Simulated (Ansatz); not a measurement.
# F₂GaHO: vertical ionisation energy

How much energy removes an electron from F₂GaHO at fixed geometry? The cation is run at each level and the neutral's energy taken from earlier runs.

Computed with Ansatz 0.2.0, Gaussian basis. Level: unrestricted cation, the program's frozen cores in correlated methods.

Levels to be run: UKS PBE-D4/def2-TZVPP; UKS r2SCAN-D4/def2-TZVPP; UKS PBE0-D4/def2-TZVPP; UKS B3LYP-D4/def2-TZVPP; UKS wB97X-V/def2-TZVPP; UKS wB97M-V/def2-TZVPP; UKS B2PLYP/def2-TZVPP; UHF-CCSD(T)/def2-TZVPP; UHF-MP2/def2-QZVPP; extrapolation to the limit; then −ε(HOMO) from the neutral's earlier runs with LDA (SPW92), PBE-D4, revPBE-D4, BLYP-D4, r2SCAN-D4, B97M-V, PBE0-D4, B3LYP-D4, r2SCANh-D4, r2SCAN0-D4, HSE06-D4, BHLYP-D4, CAM-B3LYP-D4, LC-ωPBE, ωB97X-V, ωB97M-V.

## Step 1: The geometry

All runs share one geometry, relaxed beforehand with PBE0-D4 in a triple-zeta def2 set.

SMILES `[OH][Ga]([F])[F]`, 5 atoms, charge 0, spin multiplicity 1.

Atoms are counted from 1 here; the program's logs count them from 0.

Bond lengths: O1–Ga2 1.757 Å, O1–H5 0.961 Å, Ga2–F3 1.728 Å, Ga2–F4 1.738 Å. Angles: Ga2–O1–H5 112.9°, O1–Ga2–F3 120.8°, O1–Ga2–F4 122.1°, F3–Ga2–F4 117.1°.

Geometry (Å):

```xyz
5
charge 0, multiplicity 1
O     0.0212    1.3344    0.0843
Ga    0.1861   -0.4151    0.1038
F     1.4334   -1.1767    1.0266
F    -0.8827   -1.4521   -0.7919
H    -0.7081    1.6358   -0.4642
```

## Step 2: Cation, UKS PBE-D4/def2-TZVPP

in.yaml

```yaml
crystal:
  periodic: [false, false, false]
  atoms:
    - {symbol: O, position_ang: [0.021227, 1.334424, 0.084289]}
    - {symbol: Ga, position_ang: [0.186123, -0.415058, 0.103773]}
    - {symbol: F, position_ang: [1.433421, -1.176672, 1.026604]}
    - {symbol: F, position_ang: [-0.882683, -1.452130, -0.791940]}
    - {symbol: H, position_ang: [-0.708088, 1.635835, -0.464227]}
basis:
  gaussian: {orbitals: def2-TZVPP}
total_charge: 1
magnetization: {spin_polarized: true, initial_magnetization: 1}
hamiltonian: {xc: pbe, dispersion: d4}
```

Launch:

```
> ansatz run in.yaml --threads 4 --pin off --events-out ev --progress --plain --max-ram 10444MiB
```

The runs that follow: Cation, UKS r2SCAN-D4/def2-TZVPP; Cation, UKS PBE0-D4/def2-TZVPP; Cation, UKS B3LYP-D4/def2-TZVPP; Cation, UKS wB97X-V/def2-TZVPP; Cation, UKS wB97M-V/def2-TZVPP; Cation, UKS B2PLYP (frozen core)/def2-TZVPP; Cation, UHF-CCSD(T)/def2-TZVPP; Cation, UHF-MP2/def2-QZVPP.

Q: Predict the results of all the runs planned. Wanted: ionisation energy, CCSD(T)/CBS; nearest functional by difference; nearest −ε(HOMO); −ε(HOMO) of PBE; T1 of the cation.

**Answer**, as computed:

| quantity | value |
| --- | --- |
| ionisation energy, CCSD(T)/CBS | 13.09 eV |
| nearest functional by difference | B2PLYP (-0.21 eV) |
| nearest −ε(HOMO) | LC-ωPBE (-0.16 eV) |
| −ε(HOMO) of PBE | 8.24 eV |
| T1 of the cation | 0.018 |

In words: By cation minus neutral, the functionals miss by 0.82 eV at most. The PBE orbital energy is 4.8 eV too small: a semilocal HOMO is no ionisation energy. Among orbital estimates LC-ωPBE comes nearest. Hartree-Fock falls 1.82 eV short, as the neutral has more correlation energy than the cation. Correlated methods include outer-core shells of Ga, which these sets cover unevenly. With outer-core shells in play the reference is unsure by up to some tenths of an eV, so close misses can't be ranked.
